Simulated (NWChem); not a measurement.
# CAM-B3LYP/6-31G(d) (spherical functions) run of C3H5Cl (allyl chloride)

What is the electronic atomisation energy of C3H5Cl (allyl chloride) at CAM-B3LYP/6-31G* (spherical functions)? 

Program for the calculation: NWChem 7.3.0.

### 1 The structure to begin with

C3H5Cl has 9 atoms, charge 0, and is taken as a singlet. As SMILES, `C=CCCl`. Geometry: relaxed at PBE0-D4/def2-TZVP. This is one conformer, not always the lowest.

Bond lengths: C1–C2 1.325 Å, C2–C3 1.483 Å, C3–Cl4 1.795 Å, C1–H5 1.083 Å, C1–H6 1.085 Å, C2–H7 1.087 Å, C3–H8 1.089 Å, C3–H9 1.090 Å. Some angles: C1–C2–C3 123.4°, C2–C3–Cl4 111.0°, C1–C2–H7 120.5°, C3–C2–H7 116.1°, C2–C1–H5 121.5°, C2–C1–H6 121.4°, C2–C3–H8 111.7°, C2–C3–H9 111.8°, Cl4–C3–H8 107.1°, Cl4–C3–H9 105.6°.

### 2 The energy at CAM-B3LYP/6-31G(d) (spherical functions) (run 1)

The input, struct.nw:

```
start struct
title "C3H5Cl CAM-B3LYP"
memory stack 880 mb heap 220 mb global 1100 mb
charge 0

geometry units angstrom noautosym nocenter noautoz
  C     -0.295350     1.315190    -0.447700
  C      0.370210     0.171280    -0.388240
  C      0.080190    -0.891510     0.604460
  Cl    -0.392790    -2.419870    -0.209260
  H     -0.044240     2.079040    -1.173800
  H     -1.115830     1.528620     0.230150
  H      1.180420    -0.031190    -1.083310
  H     -0.740340    -0.613990     1.264520
  H      0.957740    -1.137570     1.203200
end

basis spherical bse
  * library 6-31G*
end

dft
  xc xcamb88 1.00 lyp 0.81 vwn_5 0.19 hfexch 1.00
  cam 0.33 cam_alpha 0.19 cam_beta 0.46
  grid fine
  convergence energy 1e-08
  direct
  iterations 100
  mulliken
  noprint "final vectors analysis"
end

task dft energy
```

The run is started by

```bash
$ nwchem struct.nw > struct.out
```

The log of the run:

```text
[...]
          Wavefunction type:  closed shell.
          No. of atoms     :     9
          No. of electrons :    40
[...]
          Charge           :     0
          Spin multiplicity:     1
[...]
          AO basis - number of functions:    70
[...]
              XC Information
              --------------
                     Hartree-Fock (Exact) Exchange  1.000
                   CAM-Becke88 Exchange Functional  1.000
                      VWN V Correlation Functional  0.190 local
              Lee-Yang-Parr Correlation Functional  0.810
[...]
 d= 0,ls=0.0,diis     1   -577.3646409867 -7.21D+02  9.74D-03  4.25D-01     2.1
[...]
 d= 0,ls=0.0,diis     9   -577.4165420884 -2.66D-09  8.91D-07  1.02D-09    17.1
         Total DFT energy =     -577.416542088441
      One electron energy =    -1078.059414863480
           Coulomb energy =      402.946439981776
    Exchange-Corr. energy =      -46.338382500907
 Nuclear repulsion energy =      144.034815294170
[...]
      Total Density - Mulliken Population Analysis
     ---------------------------------------------
    Atom       Charge   Shell Charges
 -----------   ------   -------------------------------------------------------
    1 C    6     6.33   2.00  0.68  2.06  0.57  0.99  0.03
    2 C    6     6.03   2.00  0.68  2.06  0.47  0.78  0.04
    3 C    6     6.41   2.00  0.67  2.07  0.66  0.96  0.05
    4 Cl  17    17.09   2.00  2.00  5.97  1.39  3.61  0.55  1.54  0.03
    5 H    1     0.85   0.52  0.32
    6 H    1     0.85   0.52  0.33
    7 H    1     0.85   0.52  0.32
    8 H    1     0.80   0.52  0.28
    9 H    1     0.80   0.52  0.28
[...]
```

Wall time 18 s (1 thread of Intel Xeon 6975P-C (Granite Rapids), shared host); peak memory 0.12 GiB.

### 3 The C atom (run 2)

The input, sp.nw:

```
start sp
memory stack 880 mb heap 220 mb global 1100 mb

geometry units bohr noautosym nocenter noautoz
 C    0.00000000   0.00000000   0.00000000
end

basis spherical bse
 * library 6-31G*
end

dft
 xc xcamb88 1.00 lyp 0.81 vwn_5 0.19 hfexch 1.00
 cam 0.33 cam_alpha 0.19 cam_beta 0.46
 mult 3
 grid fine
 convergence energy 1e-08
 direct
 iterations 100
 mulliken
 noprint "final vectors analysis"
end

task dft energy
```

Run the same way, it converges to -37.82190 Eh (log not shown).

Run 3 isn't shown in full; the table further down has it.

### 4 The H atom at the same level (run 4)

The input, m1.xyz:

```xyz
1
H CAM-B3LYP
H      0.000000     0.000000     0.000000
```

The input, m1.nw:

```
start m1
title "H CAM-B3LYP"
memory stack 880 mb heap 220 mb global 1100 mb

geometry units angstrom noautosym nocenter noautoz
load format xyz m1.xyz
end

basis spherical bse
* library 6-31G*
end

dft
xc xcamb88 1.00 lyp 0.81 vwn_5 0.19 hfexch 1.00
cam 0.33 cam_alpha 0.19 cam_beta 0.46
mult 2
grid fine
convergence energy 1e-08
direct
maxiter 100
mulliken
print low
end

task dft energy
```

Run the same way, it converges to -0.49683 Eh (log not shown).

### 5 Overview of the runs

```tsv
run	level	partner	energy (Eh)	wall time
1	CAM-B3LYP/6-31G* (spherical functions)	base	-577.416542	18 s
2	UCAM-B3LYP/6-31G* (spherical functions)	atoms	-37.821904	0.62 s
3	UCAM-B3LYP/6-31G* (spherical functions)	atoms	-460.131696	0.82 s
4	UCAM-B3LYP/6-31G* (spherical functions)	atoms	-0.496827	0.52 s
```

### 6 Summary of results

Level: CAM-B3LYP/6-31G* (spherical functions).

```
                     quantity        value
         H atom: total energy  -0.49683 Eh
                 H atom: ⟨S²⟩        0.750
electronic atomisation energy    36.327 eV
```

Taking the molecule apart into free atoms costs 36.33 eV (838 kcal/mol), before zero-point energy and without spin-orbit coupling. All runs together took 20 s, the longest 18 s.
